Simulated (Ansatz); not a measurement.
Crystal: CsLiCr2Te2S3.

```
CELL_PARAMETERS angstrom
3.67471 -0.00018 -0.00146
0.00068 6.25849 0.00267
0.09970 0.01509 18.87835
ATOMIC_POSITIONS crystal
Cs 0.00702 0.99658 0.60964
Cs 0.50622 0.49563 0.63737
Li 0.49757 0.83290 0.98554
Li 0.99760 0.33501 0.98513
Cr 0.99390 0.00068 0.13453
Cr 0.49393 0.50024 0.13461
Cr 0.00147 0.66940 0.83098
Cr 0.50140 0.16737 0.83340
Te 0.01027 0.59621 0.46271
Te 0.51068 0.22697 0.45459
Te 0.49158 0.83669 0.22777
Te 0.99165 0.33648 0.22784
S 0.99971 0.99979 0.90043
S 0.49974 0.50461 0.89926
S 0.99553 0.66614 0.07188
S 0.49551 0.16656 0.07160
S 0.50316 0.84068 0.76492
S 0.00305 0.32804 0.76778
```

The cell was built by a generator and needn't be a form met in nature.

```yaml
Program: Ansatz 0.2.0
Task: relaxation of cell and atoms
Functional: PBE
Dispersion: D3(BJ)
Potentials_or_basis: Ansatz PAW
Cutoff: "420 eV (not typed: the program's choice for these potentials)"
k_mesh: 5 × 3 × 1
Occupations: fermi-dirac, width 0.05 eV
Spin: collinear spin, ferromagnetic start
Starting_moments: "[0.0, 0.0, 0.0, 0.0, 3.0, 3.0, 3.0, 3.0, 0.0, 0.0, 0.0, 0.0, 0.0, 0.0, 0.0, 0.0, 0.0, 0.0] μB"
```

At the start: volume 24.12 Å³/atom.

**Question.** Where does the relaxation end?

**Answer.** It ends after 18 steps and the volume is 22.32 Å³/atom (-7.5 %); space group Pm (No. 6, to 0.05 Å); moment 11.36 μB per cell.

The path:
| step | energy change (eV) | largest force (eV/Å) | volume (Å³) |
| --- | --- | --- | --- |
| 1 | 0.0000 | 0.1364 | 434.17 |
| 2 | -0.0567 | 0.8263 | 427.90 |
| 3 | -0.0927 | 0.3612 | 415.12 |
| 4 | -0.1916 | 0.2506 | 410.49 |
| 5 | -0.2391 | 1.3370 | 401.15 |
| 6 | -0.2546 | 0.3205 | 402.16 |
| 7 | -0.2584 | 0.2452 | 402.98 |
| 8 | -0.2610 | 0.1260 | 401.80 |
| 9 | -0.2619 | 0.0771 | 402.16 |
| 10 | -0.2622 | 0.0773 | 402.08 |
| 11 | -0.2624 | 0.0867 | 402.02 |
| 12 | -0.2627 | 0.0416 | 401.99 |
| 13 | -0.2630 | 0.0335 | 401.84 |
| 14 | -0.2631 | 0.0210 | 401.85 |
| 15 | -0.2631 | 0.0157 | 401.84 |
| 16 | -0.2631 | 0.0121 | 401.82 |
| 17 | -0.2632 | 0.0094 | 401.80 |
| 18 | -0.2596 | 0.0092 | 401.80 |

Final structure:
```
Cs Li Cr Te S
1.0
     3.63497   -0.00021   -0.01021
     0.00062    6.20612    0.01220
     0.05326    0.04416   17.81093
Cs Li Cr Te S
2 2 4 4 6
Direct
  0.00022 0.99953 0.59775
  0.50019 0.49827 0.62619
  0.49993 0.83475 0.98587
  0.99995 0.33513 0.98491
  0.99982 0.99711 0.14670
  0.49983 0.49781 0.14657
  0.00012 0.66998 0.82847
  0.50011 0.16795 0.83146
  0.99990 0.60253 0.44391
  0.50007 0.23077 0.43441
  0.49978 0.83181 0.24765
  0.99979 0.33056 0.24536
  0.00005 0.99917 0.90216
  0.50006 0.50482 0.90080
  0.99990 0.66475 0.07821
  0.49989 0.16403 0.07839
  0.50019 0.84261 0.75896
  0.00017 0.32841 0.76221
```

Caveat: the plane-wave basis is chosen anew once the cell has moved, so the energies of steps on either side of that aren't comparable; only a ferromagnetic start was run, and an antiferromagnetic order may lie lower in energy; pairwise dispersion overbinds metals, which lowers pressure and volume.
